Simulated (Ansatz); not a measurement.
# H4HfO4: the cost of one run

The runs use Ansatz 0.2.0, Gaussian basis; the settings change from run to run.

1 further run of the same task is left out (for a known fault of the program).

### Step 1. The relaxed structure

An earlier PBE0-D4 in a triple-zeta def2 set relaxation fixed the geometry. Hf takes a core potential in def2 sets; no spin-orbit term is included.

SMILES `[OH][Hf]([OH])([OH])[OH]`, 9 atoms, charge 0, spin multiplicity 1.

Atoms are counted from 1 here; the program's logs count them from 0.

Bond lengths: O1–Hf2 1.935 Å, O1–H6 0.951 Å, Hf2–O3 1.935 Å, Hf2–O4 1.935 Å, Hf2–O5 1.935 Å, O3–H7 0.951 Å, O4–H8 0.951 Å, O5–H9 0.951 Å. Angles: Hf2–O1–H6 155.7°, O1–Hf2–O3 109.3°, O1–Hf2–O4 109.7°, O1–Hf2–O5 109.3°, O3–Hf2–O4 109.3°, O3–Hf2–O5 109.7°, O4–Hf2–O5 109.3°, Hf2–O3–H7 155.7°, Hf2–O4–H8 155.6°, Hf2–O5–H9 155.7°.

### Step 2. r2SCAN0/def2-TZVPD

Options: coordinates scaled by 1.12.

The input, in.yaml:

```yaml
crystal:
  periodic: [false, false, false]
  atoms:
    - {symbol: O, position_ang: [-0.606399, 0.912945, -1.869522]}
    - {symbol: Hf, position_ang: [-0.000021, 0.000043, -0.000017]}
    - {symbol: O, position_ang: [2.124417, -0.422911, -0.063628]}
    - {symbol: O, position_ang: [-1.091162, -1.848202, 0.299379]}
    - {symbol: O, position_ang: [-0.426946, 1.358282, 1.633714]}
    - {symbol: H, position_ang: [-1.147673, 1.590108, -2.488184]}
    - {symbol: H, position_ang: [3.125388, -0.314339, -0.410816]}
    - {symbol: H, position_ang: [-1.234605, -2.903426, 0.284618]}
    - {symbol: H, position_ang: [-0.742988, 1.627498, 2.614468]}
basis:
  gaussian: {orbitals: def2-TZVPD}
hamiltonian: {xc: {name: r2SCAN0}}
output: {forces: true}
```

Run with:

```sh
ansatz run in.yaml --threads 4 --pin off --events-out ev --progress --plain --max-ram 10444MiB
```

**Question.** How long does this run take on 4 threads of Arm Neoverse V1, shared host, and how much memory does it need?

About 7 s, with a peak of 0.69 GiB.
